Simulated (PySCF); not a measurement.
Molecule: FSiH, in a box.

```
F Si H
1.0
    11.00000    0.00000    0.00000
     0.00000   11.00000    0.00000
     0.00000    0.00000   11.00000
F Si H
1 1 1
Direct
  0.41106 0.50818 0.45684
  0.52715 0.56318 0.52739
  0.59130 0.44064 0.54935
```

Base run:

| Property | Result |
| --- | --- |
| Program | PySCF 2.14.0 |
| Functional | B3PW91 |
| Potentials or basis | def2-svp (all-electron) |
| k mesh | 1 × 1 × 1 |
| Occupations | fixed |
| Spin | no spin polarisation |

Its results: gap between the frontier levels 4.01 eV.

Question: The run is repeated on the same cell with these changes: functional from B3PW91 to AM05. What comes out?

Answer: Gap between the frontier levels 2.26 eV.

B3PW91 gives the wider gap, since exact exchange removes part of the self-interaction.

Caveats: this is a molecule in a periodic box at the Γ point, so its band gap is the HOMO-LUMO gap; the basis of atomic orbitals isn't converged, which shifts pressures, moduli and gaps.

